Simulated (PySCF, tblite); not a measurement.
**C₇H₂ClF₃OS: geometry, infrared bands and NMR shifts**

What infrared bands and NMR shifts should C₇H₂ClF₃OS (`FC(F)(F)c1cc2scc(Cl)c2o1`) show?

Programs: tblite 0.8.0 and PySCF 2.14.0, with density-fitted response routines of our own. Each step states its level of theory. These are calculated values for one molecule in the gas phase, unless marked as measured. Atoms count from 0, in the outputs and in this text.

## (1) The starting structure

15 atoms, charge 0, multiplicity 1; geometry from: force field or distance geometry start.

Bonds of the start (Å): F0–C1 1.41, C1–F2 1.38, C1–F3 1.39, C1–C4 1.47, C4–C5 1.39, C5–C6 1.37, C6–S7 1.89, S7–C8 1.92, C8–C9 1.36, C9–Cl10 1.80, C9–C11 1.35, C11–O12 1.35, O12–C4 1.30, C11–C6 1.36, C5–H13 1.08, C8–H14 1.07.

## (2) Relaxing the molecule with GFN2-xTB

What the job is given:

```
{"job": {"kind": "relax", "xc": "GFN2-xTB", "basis": "xTB"}, "charge": 0, "multiplicity": 1}
F      2.836700     0.071700     2.023100
C      2.670600     0.172900     0.627700
F      3.260100     1.365500     0.262400
F      3.414600    -0.815700    -0.000500
C      1.260400     0.039300     0.234200
C      0.864200    -0.550600    -0.957500
C     -0.504200    -0.447700    -0.929600
S     -2.067800    -0.863600    -1.908000
C     -3.134800    -0.082600    -0.520400
C     -2.252500     0.351200     0.417200
Cl    -2.881400     1.160200     1.892700
C     -0.932500     0.160700     0.207200
O      0.206600     0.442200     0.881600
H      1.460900    -0.996700    -1.745600
H     -4.205300     0.001100    -0.506400
```

The run is started by

```
> OMP_NUM_THREADS=1 python probes_run.py task.json out
```

This one command runs all jobs of the session in turn.

**Question.** This job is followed by: GFN2-xTB harmonic vibrations, gas phase; GIAO PBE0/pcSseg-1 NMR shielding, non-relativistic, gas phase. What will the session give for the following? strongest single infrared mode (GFN2-xTB); zero-point energy (GFN2-xTB); 13C shifts against TMS (PBE0/pcSseg-1); 1H shifts against TMS (PBE0/pcSseg-1); 19F shifts against CFCl3 (PBE0/pcSseg-1, means over atoms taken as alike); 33S shifts against CS2 (PBE0/pcSseg-1); 35Cl shifts against HCl (PBE0/pcSseg-1); 17O shifts against H2O (PBE0/pcSseg-1); surface potential, 1st and 99th percentile.

**Answer**, as computed:

| quantity | value |
| --- | --- |
| strongest single infrared mode (GFN2-xTB) | 1044 cm⁻¹, 324 km/mol |
| zero-point energy (GFN2-xTB) | 47.5 kcal/mol |
| 13C shifts against TMS (PBE0/pcSseg-1) | 160.5, 151.5, 134.5, 132.2, 128.5, 121.6, 116.3 ppm |
| 1H shifts against TMS (PBE0/pcSseg-1) | 7.38, 7.15 ppm |
| 19F shifts against CFCl3 (PBE0/pcSseg-1, means over atoms taken as alike) | -78.7 ppm |
| 33S shifts against CS2 (PBE0/pcSseg-1) | 133 ppm |
| 35Cl shifts against HCl (PBE0/pcSseg-1) | 171 ppm |
| 17O shifts against H2O (PBE0/pcSseg-1) | 263.9 ppm |
| surface potential, 1st and 99th percentile | -0.58 V and 1.56 V |

Over 87 steps the energy fell by 1.267 eV; of the close pairs, S7–C8 changed most, 1.917 to 1.731 Å. No mode is imaginary among the 39: a minimum at this level. The strongest single mode, at 1044 cm⁻¹, moves mainly C1. Unscaled tight-binding wavenumbers are off by several per cent, some by more. Its intensities can rank the bands wrongly. At PBE0/pcSseg-1: The widest tensor belongs to Cl10: span 485 ppm, with a paramagnetic part of -365 ppm. NICS(1)zz of -23 ppm above the planar ring from C4 marks a diatropic (aromatic) ring current. NICS(1)zz of -22 ppm above the planar ring from C6 marks a diatropic (aromatic) ring current. By nearest atom (PBE0/pcSseg-1), the HOMO sits on C8 22 %; C4 18 % and the LUMO on C4, C8 about 18 % each; S7 11 %.
